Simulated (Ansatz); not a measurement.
Geometry optimisation, DFT PBEsol, scalar-relativistic, plane waves, PAW (Ansatz).

input.yaml

```yaml
crystal:
  lattice:
    - [5.048742, 0.0, 0.0]
    - [2.524371, 4.372339, 0.0]
    - [0.0, 0.0, 14.676426]
  atoms:
    - { symbol: H, position: [0.1666667, 0.1666667, 0.0681365] }
    - { symbol: H, position: [0.6666667, 0.1666667, 0.0681365] }
    - { symbol: H, position: [0.1666667, 0.6666667, 0.0681365] }
    - { symbol: H, position: [0.6666667, 0.6666667, 0.0681365] }
    - { symbol: C, position: [0.1666667, 0.1666667, 0.1430866] }
    - { symbol: C, position: [0.6666667, 0.1666667, 0.1430866] }
    - { symbol: C, position: [0.1666667, 0.6666667, 0.1430866] }
    - { symbol: C, position: [0.6666667, 0.6666667, 0.1430866] }
    - { symbol: C, position: [-0.1666667, 0.3333333, 0.1781963] }
    - { symbol: C, position: [0.3333333, 0.3333333, 0.1781963] }
    - { symbol: C, position: [-0.1666667, 0.8333333, 0.1781963] }
    - { symbol: C, position: [0.3333333, 0.8333333, 0.1781963] }
    - { symbol: C, position: [-0.1666667, 0.3333333, 0.2835255] }
    - { symbol: C, position: [0.3333333, 0.3333333, 0.2835255] }
    - { symbol: C, position: [-0.1666667, 0.8333333, 0.2835255] }
    - { symbol: C, position: [0.3333333, 0.8333333, 0.2835255] }
    - { symbol: C, position: [0.0, 0.0, 0.3186352] }
    - { symbol: C, position: [0.5, 0.0, 0.3186352] }
    - { symbol: C, position: [0.0, 0.5, 0.3186352] }
    - { symbol: C, position: [0.5, 0.5, 0.3186352] }
    - { symbol: Ru, position: [0.9385518, 0.2664187, 0.4487759] }
basis:
  ecutwfc: 420.0
kpoints:
  mp_grid: { grid: [3, 3, 1] }
hamiltonian:
  xc: pbesol
  pseudopotentials: { kind: paw, azcp: { folder: soft_1 } }
scf:
  occupations: { method: fermi_dirac, width: 0.02 }
  lower_state_search: "off"
relax:
  f_tol: 0.03
  max_steps: 60
  adjacent_minimum: "off"
  constraints: [{ sites: [0, 1, 2, 3, 4, 5, 6, 7, 8, 9, 10, 11] }]
```

Command:

```bash
$ ansatz run input.yaml --threads 1 --pin off --max-ram 3072MiB --backend cpu --events-out ev --progress --plain --runs-dir out
```

Question: Where does it end, and by what steps?

Answer: The run converged. Limits of this set-up: coarse k mesh, thin slab, slab without dipole correction, PAW files made for another functional. After 8 steps the energy has fallen by 2.330 eV; Ru21 moved furthest, 0.63 Å.

```tsv
step	energy less start (eV)	largest force component (eV/Å)	accepted
0	0.0000	4.714	yes
1	-1.3200	2.994	yes
2	-1.9476	1.087	yes
3	-2.2157	0.891	yes
4	-2.3142	0.328	yes
5	-2.3288	0.073	yes
6	-2.3295	0.059	yes
7	-2.3298	0.042	yes
8	-2.3298	0.013	yes
```

```xyz
21
Lattice="5.0487 0.0000 0.0000 2.5244 4.3723 0.0000 0.0000 0.0000 14.6764" Properties=species:S:1:pos:R:3
H 1.262 0.729 1.000
H 3.787 0.729 1.000
H 2.524 2.915 1.000
H 5.049 2.915 1.000
C 1.262 0.729 2.100
C 3.787 0.729 2.100
C 2.524 2.915 2.100
C 5.049 2.915 2.100
C 0.000 1.457 2.615
C 2.524 1.457 2.615
C 1.262 3.644 2.615
C 3.787 3.644 2.615
C 0.000 1.457 4.084
C 2.524 1.452 4.257
C 1.258 3.646 4.257
C 3.791 3.646 4.257
C 0.000 0.033 4.672
C 2.524 0.000 4.563
C 1.234 2.170 4.672
C 3.815 2.170 4.672
Ru 5.048 1.457 6.158
```

Time of the run: 73 s on 1 thread of Arm Neoverse V2 (shared host), peak memory 0.49 GiB.
